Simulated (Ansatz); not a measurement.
# Sr (Sr, omega (AlB2-type)): the cost of one run

Method: DFT BLYP, plane waves (420 eV) with PAW, scalar-relativistic; PAW files made under PBE, frozen cores solved again for the functional, in Ansatz 0.2.0.

## 1. Starting point

It takes space group P6/mmm (No. 191, hexagonal). The conventional cell has a = 6.828 Å, b = 6.828 Å, c = 4.185 Å, α = 90.00°, β = 90.00°, γ = 120.00°. Around Sr (site symmetry 6/mmm) lie 14 Sr at 4.19 to 4.46 Å. Around Sr (site symmetry -6m2) lie 11 Sr at 3.94 to 4.46 Å.

As a file:

```cif
data_structure
_symmetry_space_group_name_H-M 'P6/mmm'
_symmetry_Int_Tables_number 191
_cell_length_a 6.8275
_cell_length_b 6.8275
_cell_length_c 4.1853
_cell_angle_alpha 90.000
_cell_angle_beta 90.000
_cell_angle_gamma 120.000
_cell_volume 168.96
loop_
_atom_site_label
_atom_site_type_symbol
_atom_site_symmetry_multiplicity
_atom_site_Wyckoff_symbol
_atom_site_fract_x
_atom_site_fract_y
_atom_site_fract_z
_atom_site_occupancy
Sr1 Sr 1 a 0.00000 0.00000 0.00000 1
Sr2 Sr 2 d 0.33333 0.66667 0.50000 1
```

## 2. Relaxation of the cell

input.yaml

```yaml
crystal:
  lattice:
    - [6.8275133244, 0.0, 0.0]
    - [-3.4137566622, 5.9127999836, 0.0]
    - [0.0, 0.0, 4.1852656678]
  atoms:
    - { symbol: Sr, position: [0.0, 0.0, 0.0] }
    - { symbol: Sr, position: [0.3333333333, 0.6666666667, 0.5] }
    - { symbol: Sr, position: [0.6666666667, 0.3333333333, 0.5] }
hamiltonian:
  xc: blyp
  pseudopotentials:
    kind: paw
    azcp:
      Sr: "pseudopotentials/Sr.paw.azcp"
basis:
  ecutwfc: 420
  fft_grid_basis: typed
kpoints:
  mp_grid: { grid: [6, 6, 8], shift: [0, 0, 0] }
magnetization:
  spin_polarized: false
scf:
  occupations: { method: fermi_dirac, width: 0.1 }
relax:
  max_steps: 60
  f_tol: 0.01
  cell: {}
```

Q: Estimate wall time and peak memory on 2 threads of an Arm CPU, shared host.

About 11 s, with a peak of 0.41 GiB.
